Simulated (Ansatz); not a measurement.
# C3H8F3HfN: up Jacob's ladder to CCSD(T)

One table from this session's results is given with a row withheld; the runs are named, their logs left out.

The runs use Ansatz 0.2.0, Gaussian basis; functionals in def2-TZVPP, the program's frozen cores in correlated methods.

The runs, in order: LDA (SPW92), PBE-D4, revPBE-D4, BLYP-D4, r2SCAN-D4, B97M-V, PBE0-D4, B3LYP-D4, r2SCANh-D4, r2SCAN0-D4, HSE06-D4, BHLYP-D4, CAM-B3LYP-D4, LC-ωPBE, ωB97X-V, ωB97M-V, B2PLYP, PBE-QIDH; CCSD(T)/def2-SVP; CCSD(T)/def2-TZVPP; MP2/def2-QZVPP; extrapolation to the limit; RPA on PBE.

1 further run of the same task is left out (it didn't finish).

### Structure used throughout

All runs share one geometry, relaxed beforehand with PBE0-D4 in a triple-zeta def2 set. Hf takes the def2 core potential; no spin-orbit term is included.

SMILES `CC[N](C)[Hf]([F])([F])[F]`, 16 atoms, charge 0, spin multiplicity 1.

Atoms are counted from 1 here; the program's logs count them from 0.

Bond lengths: C1–C2 1.521 Å, C1–H9 1.093 Å, C1–H10 1.092 Å, C1–H11 1.092 Å, C2–N3 1.451 Å, C2–H12 1.100 Å, C2–H13 1.095 Å, N3–C4 1.448 Å, N3–Hf5 2.006 Å, C4–H14 1.096 Å, C4–H15 1.098 Å, C4–H16 1.097 Å, Hf5–F6 1.916 Å, Hf5–F7 1.911 Å, Hf5–F8 1.916 Å. Angles: C2–C1–H9 110.8°, C2–C1–H10 110.2°, C2–C1–H11 111.8°, H9–C1–H10 108.3°, H9–C1–H11 108.1°, H10–C1–H11 107.5°, C1–C2–N3 114.2°, C1–C2–H12 109.5°, C1–C2–H13 109.0°, N3–C2–H12 109.2°, N3–C2–H13 108.5°, H12–C2–H13 106.2°, C2–N3–C4 114.8°, C2–N3–Hf5 128.0°, C4–N3–Hf5 117.2°, N3–C4–H14 112.7°, N3–C4–H15 111.2°, N3–C4–H16 110.9° and more.

The first run:

in.yaml reads:

```yaml
crystal:
  periodic: [false, false, false]
  atoms:
    - {symbol: C, position_ang: [1.916900, -0.795632, -0.209954]}
    - {symbol: C, position_ang: [1.006979, 0.083660, 0.633248]}
    - {symbol: N, position_ang: [-0.365729, 0.139759, 0.165868]}
    - {symbol: C, position_ang: [-1.107743, -1.095937, 0.308612]}
    - {symbol: Hf, position_ang: [-1.350780, 1.718160, -0.584613]}
    - {symbol: F, position_ang: [-2.857253, 2.057576, 0.549565]}
    - {symbol: F, position_ang: [-0.133777, 3.189267, -0.656826]}
    - {symbol: F, position_ang: [-2.027017, 1.225169, -2.307968]}
    - {symbol: H, position_ang: [1.938324, -0.449975, -1.246128]}
    - {symbol: H, position_ang: [2.936663, -0.768320, 0.181007]}
    - {symbol: H, position_ang: [1.591379, -1.837766, -0.206221]}
    - {symbol: H, position_ang: [1.019959, -0.268313, 1.675574]}
    - {symbol: H, position_ang: [1.410190, 1.101929, 0.648834]}
    - {symbol: H, position_ang: [-0.714429, -1.900317, -0.323126]}
    - {symbol: H, position_ang: [-1.106109, -1.442744, 1.350455]}
    - {symbol: H, position_ang: [-2.157536, -0.956507, 0.021684]}
basis:
  gaussian: {orbitals: def2-TZVPP}
hamiltonian: {xc: lda}
output: {orbitals: {seedname: orbitals}}
```

Started as:

```console
$ ansatz run in.yaml --threads 2 --pin off --events-out ev --progress --plain --max-ram 22528MiB --backend cuda --devices 0, --max-vram 18GiB
```

Steps of the session up to this table: LDA; PBE-D4 (GGA); revPBE-D4 (GGA); BLYP-D4 (GGA); r2SCAN-D4 (meta-GGA); B97M-V (meta-GGA); PBE0-D4 (hybrid); B3LYP-D4 (hybrid); r2SCANh-D4 (hybrid); r2SCAN0-D4 (hybrid); HSE06-D4 (hybrid); BHLYP-D4 (hybrid); CAM-B3LYP-D4 (range-separated); LC-ωPBE (range-separated); ωB97X-V (range-separated); ωB97M-V (range-separated); B2PLYP (double hybrid); PBE-QIDH (double hybrid).

One of the session's tables, all rows but one given; the rest of the session is left out.

It belongs to the step «Orbital energies across the functionals». 

| functional | HOMO (eV) | gap (eV) |
| --- | --- | --- |
| LDA (SPW92) | -5.87 | 4.34 |
| PBE-D4 | -5.68 | 4.49 |
| revPBE-D4 | -5.61 | 4.54 |
| BLYP-D4 | -5.58 | 4.46 |
| r2SCAN-D4 | -5.92 | 4.98 |
| B97M-V | ? | ? |
| PBE0-D4 | -6.98 | 6.64 |
| B3LYP-D4 | -6.78 | 6.12 |
| r2SCANh-D4 | -6.41 | 5.81 |
| r2SCAN0-D4 | -7.15 | 7.06 |
| HSE06-D4 | -6.58 | 5.89 |
| BHLYP-D4 | -8.22 | 8.38 |
| CAM-B3LYP-D4 | -8.35 | 8.65 |
| LC-ωPBE | -9.63 | 11.14 |
| ωB97X-V | -9.32 | 10.61 |
| ωB97M-V | -9.24 | 10.05 |

Q: Estimate the row for B97M-V from the others.

As computed: HOMO (eV): -6.02; gap (eV): 5.00. In the column «HOMO (eV)» it lies between r2SCANh-D4 (-6.41) and r2SCAN-D4 (-5.92).
